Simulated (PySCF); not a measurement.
# InC+: from the state search to spectroscopic constants, part 2 of 2

PySCF 2.14.0; In aug-cc-pVDZ-PP with ECP28, C aug-cc-pVDZ; scalar-relativistic core potentials. Earlier steps stand in the parts before.

### 7 r²SCAN (meta-GGA)

Output of the SCF at 2.884 Å:

```text
[... 17 set-up lines left out, the same as in an earlier log ...]
XC functionals = R2SCAN
    J. W. Furness, A. D. Kaplan, J. Ning, J. P. Perdew, and J. Sun.,  J. Phys. Chem. Lett. 11, 8208-8215 (2020)
    J. W. Furness, A. D. Kaplan, J. Ning, J. P. Perdew, and J. Sun.,  J. Phys. Chem. Lett. 11, 9248-9248 (2020)
    J. W. Furness, A. D. Kaplan, J. Ning, J. P. Perdew, and J. Sun.,  J. Phys. Chem. Lett. 11, 8208-8215 (2020)
    J. W. Furness, A. D. Kaplan, J. Ning, J. P. Perdew, and J. Sun.,  J. Phys. Chem. Lett. 11, 9248-9248 (2020)
[... 2 set-up lines left out, the same as in an earlier log ...]
init E= -227.806579705644
cycle= 1 E= -227.807278690998  delta_E= -0.000699  |g|= 0.00638  |ddm|= 0.188
cycle= 2 E= -227.807298162568  delta_E= -1.95e-05  |g|= 0.00541  |ddm|= 0.0566
cycle= 3 E= -227.807331406821  delta_E= -3.32e-05  |g|= 0.0008  |ddm|= 0.0308
cycle= 4 E= -227.807332094222  delta_E= -6.87e-07  |g|= 0.000355  |ddm|= 0.00429
cycle= 5 E= -227.807332202288  delta_E= -1.08e-07  |g|= 4.72e-05  |ddm|= 0.00186
cycle= 6 E= -227.807332208034  delta_E= -5.75e-09  |g|= 1.91e-05  |ddm|= 0.000507
cycle= 7 E= -227.807332208742  delta_E= -7.08e-10  |g|= 4.4e-06  |ddm|= 0.000167
Extra cycle  E= -227.807332208781  delta_E= -3.93e-11  |g|= 2.86e-06  |ddm|= 5.2e-05
converged SCF energy = -227.807332208781  <S^2> = 2.0086271  2S+1 = 3.0057459
```

Re = 2.837 Å, ωe = 163.5 cm⁻¹, ωexe = 2.24 cm⁻¹, αe = 0.00349 cm⁻¹, Be = 0.1928 cm⁻¹, De = 0.360 eV, μ = 1.06 D. 6.4 s of CPU time for 12 points, integrals apart.

### 8 M06-2X

Output of the SCF at 2.884 Å:

```text
[... 13 set-up lines left out, the same as in an earlier log ...]
max_memory 909 MB (current use 432 MB)
[... 3 set-up lines left out, the same as in an earlier log ...]
XC functionals = M062X
    Y. Zhao and D. G. Truhlar.,  Theor. Chem. Acc. 120, 215 (2008)
    Y. Zhao and D. G. Truhlar.,  Theor. Chem. Acc. 120, 215 (2008)
[... 2 set-up lines left out, the same as in an earlier log ...]
init E= -227.686986329078
cycle= 1 E= -227.691039175951  delta_E= -0.00405  |g|= 0.0106  |ddm|= 0.44
cycle= 2 E= -227.69116066481  delta_E= -0.000121  |g|= 0.00263  |ddm|= 0.0858
cycle= 3 E= -227.691169230074  delta_E= -8.57e-06  |g|= 0.000863  |ddm|= 0.0121
cycle= 4 E= -227.691170642226  delta_E= -1.41e-06  |g|= 0.000248  |ddm|= 0.00648
cycle= 5 E= -227.691170888577  delta_E= -2.46e-07  |g|= 3.59e-05  |ddm|= 0.00363
cycle= 6 E= -227.691170891818  delta_E= -3.24e-09  |g|= 8.9e-06  |ddm|= 0.000403
cycle= 7 E= -227.691170891965  delta_E= -1.47e-10  |g|= 2.18e-06  |ddm|= 7.49e-05
Extra cycle  E= -227.691170891972  delta_E= -7.33e-12  |g|= 8.93e-07  |ddm|= 1.26e-05
converged SCF energy = -227.691170891972  <S^2> = 2.0055322  2S+1 = 3.0036858
```

Re = 2.977 Å, ωe = 149.6 cm⁻¹, ωexe = 1.82 cm⁻¹, αe = 0.00247 cm⁻¹, Be = 0.1751 cm⁻¹, De = 0.322 eV, μ = 0.56 D.

### 9 M06 (hybrid meta-GGA)

The SCF at the reference distance, 2.884 Å, printed:

```text
[... 17 set-up lines left out, the same as in an earlier log ...]
XC functionals = M06
[... 4 set-up lines left out, the same as in an earlier log ...]
init E= -227.807388260687
cycle= 1 E= -227.808940983711  delta_E= -0.00155  |g|= 0.00706  |ddm|= 0.249
cycle= 2 E= -227.808973681017  delta_E= -3.27e-05  |g|= 0.00282  |ddm|= 0.0226
cycle= 3 E= -227.808977980975  delta_E= -4.3e-06  |g|= 0.0005  |ddm|= 0.00846
cycle= 4 E= -227.808978276421  delta_E= -2.95e-07  |g|= 0.000128  |ddm|= 0.00252
cycle= 5 E= -227.808978295628  delta_E= -1.92e-08  |g|= 6.07e-05  |ddm|= 0.000982
cycle= 6 E= -227.808978300024  delta_E= -4.4e-09  |g|= 1.17e-05  |ddm|= 0.000368
cycle= 7 E= -227.808978300171  delta_E= -1.47e-10  |g|= 5.38e-06  |ddm|= 6.91e-05
Extra cycle  E= -227.808978300187  delta_E= -1.56e-11  |g|= 3.94e-06  |ddm|= 3.65e-05
converged SCF energy = -227.808978300187  <S^2> = 2.0032516  2S+1 = 3.002167
```

Re = 2.871 Å, ωe = 176.3 cm⁻¹, ωexe = 2.09 cm⁻¹, αe = 0.00282 cm⁻¹, Be = 0.1882 cm⁻¹, De = 0.390 eV, μ = 0.84 D. 6.3 s of CPU time for 12 points, integrals apart.

### 10 PBEsol (GGA)

Log of the SCF at 2.884 Å:

```text
[... 13 set-up lines left out, the same as in an earlier log ...]
max_memory 909 MB (current use 433 MB)
[... 3 set-up lines left out, the same as in an earlier log ...]
XC functionals = PBEsol
    J. P. Perdew, A. Ruzsinszky, G. I. Csonka, O. A. Vydrov, G. E. Scuseria, L. A. Constantin, X. Zhou, and K. Burke.,  Phys. Rev. Lett. 100, 136406 (2008)
    J. P. Perdew, A. Ruzsinszky, G. I. Csonka, O. A. Vydrov, G. E. Scuseria, L. A. Constantin, X. Zhou, and K. Burke.,  Phys. Rev. Lett. 100, 136406 (2008)
[... 2 set-up lines left out, the same as in an earlier log ...]
init E= -227.313368736387
cycle= 1 E= -227.315079079108  delta_E= -0.00171  |g|= 0.0253  |ddm|= 0.271
cycle= 2 E= -227.315099397453  delta_E= -2.03e-05  |g|= 0.0214  |ddm|= 0.155
cycle= 3 E= -227.315519079349  delta_E= -0.00042  |g|= 0.00526  |ddm|= 0.102
cycle= 4 E= -227.315547423909  delta_E= -2.83e-05  |g|= 0.000319  |ddm|= 0.0253
cycle= 5 E= -227.315547556412  delta_E= -1.33e-07  |g|= 7.37e-05  |ddm|= 0.00202
cycle= 6 E= -227.315547561861  delta_E= -5.45e-09  |g|= 2.23e-05  |ddm|= 0.000388
cycle= 7 E= -227.315547562484  delta_E= -6.23e-10  |g|= 4e-06  |ddm|= 0.000129
Extra cycle  E= -227.315547562491  delta_E= -7.16e-12  |g|= 3.24e-06  |ddm|= 3.68e-05
converged SCF energy = -227.315547562491  <S^2> = 2.0030854  2S+1 = 3.0020563
```

Re = 2.747 Å, ωe = 182.3 cm⁻¹, ωexe = 2.26 cm⁻¹, αe = 0.00351 cm⁻¹, Be = 0.2055 cm⁻¹, De = 0.476 eV, μ = 1.17 D. 3.1 s of CPU time for 12 points, integrals apart.

### 11 UHF

Log of the SCF at 2.884 Å:

```text
******** <class 'pyscf.scf.uhf_symm.SymAdaptedUHF'> ********
method = SymAdaptedUHF
[... 13 set-up lines left out, the same as in an earlier log ...]
Overwritten attributes  get_hcore get_k get_occ get_jk get_j  of <class 'pyscf.scf.uhf_symm.SymAdaptedUHF'>
[... 1 set-up line left out, the same as in an earlier log ...]
init E= -226.695047309413
cycle= 1 E= -226.704104401098  delta_E= -0.00906  |g|= 0.0242  |ddm|= 0.453
cycle= 2 E= -226.70492852514  delta_E= -0.000824  |g|= 0.00852  |ddm|= 0.14
cycle= 3 E= -226.705075702729  delta_E= -0.000147  |g|= 0.00271  |ddm|= 0.051
cycle= 4 E= -226.705092733749  delta_E= -1.7e-05  |g|= 0.00128  |ddm|= 0.013
cycle= 5 E= -226.70509744058  delta_E= -4.71e-06  |g|= 0.000434  |ddm|= 0.0088
cycle= 6 E= -226.705098022676  delta_E= -5.82e-07  |g|= 0.000169  |ddm|= 0.00268
cycle= 7 E= -226.705098128932  delta_E= -1.06e-07  |g|= 4.6e-05  |ddm|= 0.00162
cycle= 8 E= -226.705098138788  delta_E= -9.86e-09  |g|= 2.13e-05  |ddm|= 0.000548
cycle= 9 E= -226.705098141619  delta_E= -2.83e-09  |g|= 1.07e-05  |ddm|= 0.000319
cycle= 10 E= -226.705098142456  delta_E= -8.37e-10  |g|= 3.17e-06  |ddm|= 0.000223
Extra cycle  E= -226.705098142481  delta_E= -2.49e-11  |g|= 2.17e-06  |ddm|= 1.74e-05
converged SCF energy = -226.705098142481  <S^2> = 2.0186668  2S+1 = 3.0124188
```

Re = 3.321 Å, ωe = 90.2 cm⁻¹, ωexe = 2.21 cm⁻¹, αe = 0.00402 cm⁻¹, Be = 0.1407 cm⁻¹, De = 0.136 eV, μ = -0.11 D. 1.6 s of CPU time for 12 points, integrals apart.

### 12 MP2 and coupled cluster

Reference: UHF; core orbitals frozen: 5; virtual orbitals above 20 hartree dropped in coupled cluster: 1. MP2 keeps all virtuals, so it differs from the MP2 energy in the coupled-cluster log.

Log of the coupled-cluster run at 2.884 Å:

```text
******** <class 'pyscf.cc.uccsd.UCCSD'> ********
CC2 = 0
CCSD nocc = (np.int64(9), np.int64(7)), nmo = (49, 49)
frozen orbitals [[0, 1, 2, 3, 4, 54], [0, 1, 2, 3, 4, 54]]
max_cycle = 80
direct = 0
conv_tol = 1e-07
conv_tol_normt = 1e-05
diis_space = 8
diis_start_cycle = 0
diis_start_energy_diff = 1e+09
max_memory 909 MB (current use 498 MB)
Init t2, MP2 energy = -0.09787836238347
Init E_corr(UCCSD) = -0.0978783623914846
cycle = 1  E_corr(UCCSD) = -0.120557453124796  dE = -0.0226790907  norm(t1,t2) = 0.074784
cycle = 2  E_corr(UCCSD) = -0.128191136238889  dE = -0.00763368311  norm(t1,t2) = 0.0317803
cycle = 3  E_corr(UCCSD) = -0.133439985509887  dE = -0.00524884927  norm(t1,t2) = 0.0161173
cycle = 4  E_corr(UCCSD) = -0.133494041368152  dE = -5.40558583e-05  norm(t1,t2) = 0.00404705
cycle = 5  E_corr(UCCSD) = -0.133511199058477  dE = -1.71576903e-05  norm(t1,t2) = 0.00196582
cycle = 6  E_corr(UCCSD) = -0.133561364050702  dE = -5.01649922e-05  norm(t1,t2) = 0.00111113
cycle = 7  E_corr(UCCSD) = -0.133556102891159  dE = 5.26115954e-06  norm(t1,t2) = 0.000484293
cycle = 8  E_corr(UCCSD) = -0.133552434913195  dE = 3.66797796e-06  norm(t1,t2) = 0.000192684
cycle = 9  E_corr(UCCSD) = -0.133554109228337  dE = -1.67431514e-06  norm(t1,t2) = 6.86014e-05
cycle = 10  E_corr(UCCSD) = -0.133553329936348  dE = 7.79291989e-07  norm(t1,t2) = 2.85426e-05
cycle = 11  E_corr(UCCSD) = -0.133553279220715  dE = 5.07156324e-08  norm(t1,t2) = 1.33762e-05
cycle = 12  E_corr(UCCSD) = -0.133553414451731  dE = -1.35231016e-07  norm(t1,t2) = 6.40875e-06
cycle = 13  E_corr(UCCSD) = -0.133553607298657  dE = -1.92846925e-07  norm(t1,t2) = 2.59563e-06
cycle = 14  E_corr(UCCSD) = -0.133553653850807  dE = -4.65521503e-08  norm(t1,t2) = 9.8907e-07
UCCSD converged
E(UCCSD) = -226.8386517963315  E_corr = -0.1335536538508069
UCCSD(T) correction = -0.0031250883079181
```

Correlation energy (eV) along the bond:

```
R (Å)     MP2  SCS-MP2    CCSD  CCSD(T)     T1
2.480  -2.749   -2.850     n/a      n/a    n/a
2.596  -2.719   -2.827  -3.692   -3.787  0.013
2.711  -2.694   -2.809  -3.666   -3.756  0.011
2.797  -2.678   -2.797  -3.649   -3.737  0.011
2.884  -2.664   -2.786  -3.634   -3.719  0.010
2.970  -2.651   -2.777  -3.621   -3.704  0.010
3.086  -2.635   -2.765  -3.606   -3.686  0.009
3.230  -2.618   -2.752  -3.590   -3.667  0.008
3.403  -2.600   -2.739  -3.574   -3.648  0.008
3.634  -2.582   -2.725     n/a      n/a    n/a
```

UHF-MP2: Re = 3.069 Å, ωe = 125.7 cm⁻¹, ωexe = 2.43 cm⁻¹, αe = 0.00368 cm⁻¹, Be = 0.1647 cm⁻¹, De = 0.225 eV.

UHF-SCS-MP2: Re = 3.125 Å, ωe = 117.5 cm⁻¹, ωexe = 2.40 cm⁻¹, αe = 0.00370 cm⁻¹, Be = 0.1588 cm⁻¹, De = 0.202 eV.

UHF-CCSD: Re = 3.079 Å, ωe = 121.2 cm⁻¹, ωexe = 2.37 cm⁻¹, αe = 0.00375 cm⁻¹, Be = 0.1636 cm⁻¹, De = 0.216 eV.

UHF-CCSD(T): Re = 3.042 Å, ωe = 126.7 cm⁻¹, ωexe = 2.38 cm⁻¹, αe = 0.00373 cm⁻¹, Be = 0.1677 cm⁻¹, De = 0.232 eV.

### 13 All curves

Energy (eV) from each level's lowest point:

```
R (Å)    UHF  UHF-MP2  UHF-SCS-MP2  UHF-CCSD  UHF-CCSD(T)    PBE  PBEsol  r²SCAN   PBE0    M06  M06-2X
2.480  0.365    0.240        0.269       n/a          n/a  0.108   0.067   0.109  0.130  0.153   0.186
2.596  0.227    0.132        0.154     0.130        0.115  0.042   0.018   0.042  0.056  0.065   0.096
2.711  0.135    0.064        0.080     0.064        0.053  0.010   0.000   0.009  0.017  0.019   0.041
2.797  0.087    0.033        0.045     0.033        0.026  0.000   0.001   0.000  0.004  0.004   0.017
2.884  0.054    0.014        0.021     0.014        0.009  0.000   0.010   0.000  0.000  0.000   0.004
2.970  0.030    0.003        0.008     0.004        0.001  0.006   0.024   0.007  0.004  0.005   0.000
3.086  0.011    0.000        0.000     0.000        0.000  0.022   0.050   0.024  0.016  0.022   0.005
3.230  0.000    0.007        0.002     0.006        0.008  0.049   0.087   0.051  0.040  0.053   0.022
3.403  0.000    0.023        0.015     0.021        0.027  0.085   0.134   0.088  0.073  0.097   0.052
3.634  0.010    0.052        0.039       n/a          n/a  0.135   0.194   0.137  0.118  0.155   0.098
```

### 14 Results

What follows sums up all 2 parts.

Lowest PBE0 solution found, without spin–orbit coupling: ³Π (triplet), unpaired electrons σ ↑, π ↑. State 3 has its PBE0 minimum 0.39 eV higher, as a spin-mixed determinant (⟨S²⟩ = 1.01), so this is no gap between pure states. The other levels ran on the lowest alone.

```
      level  Re (Å)  ωe (cm⁻¹)  De (eV)  μ (D)
        UHF   3.321       90.2    0.136  -0.11
    UHF-MP2   3.069      125.7    0.225    n/a
UHF-SCS-MP2   3.125      117.5    0.202    n/a
   UHF-CCSD   3.079      121.2    0.216    n/a
UHF-CCSD(T)   3.042      126.7    0.232    n/a
        PBE   2.843      160.5    0.395   1.03
     PBEsol   2.747      182.3    0.476   1.17
     r²SCAN   2.837      163.5    0.360   1.06
       PBE0   2.879      155.8    0.331   0.85
        M06   2.871      176.3    0.390   0.84
     M06-2X   2.977      149.6    0.322   0.56
```

De is counted to In+ + C in their ground configurations. A positive dipole points from In to C; in an ion it is taken about the centre of mass and does not tell which atom is negative.

Time per point (s) on 1 thread, shared host (CPU time, shared integrals of 0.13 s apart; correlated levels include their reference; CCSD comes with the CCSD(T) run); the times are rough: UHF 0.13, UHF-MP2 0.21, UHF-SCS-MP2 0.21, UHF-CCSD(T) 5.3, PBE 0.45, PBEsol 0.26, r²SCAN 0.54, PBE0 0.74, M06 0.53, M06-2X 0.58.

Bond lengths run from 2.747 Å (PBEsol) to 3.321 Å (UHF). CCSD(T) can't serve as the judge here: for a weak bond in this basis it is far from its limit. Among the levels with a De in the table, it runs from 0.136 eV (UHF) to 0.476 eV (PBEsol).

Correlated steps freeze 5 core orbitals. These are scalar-relativistic numbers at best; spin–orbit coupling would shift them, the dissociation energy most.
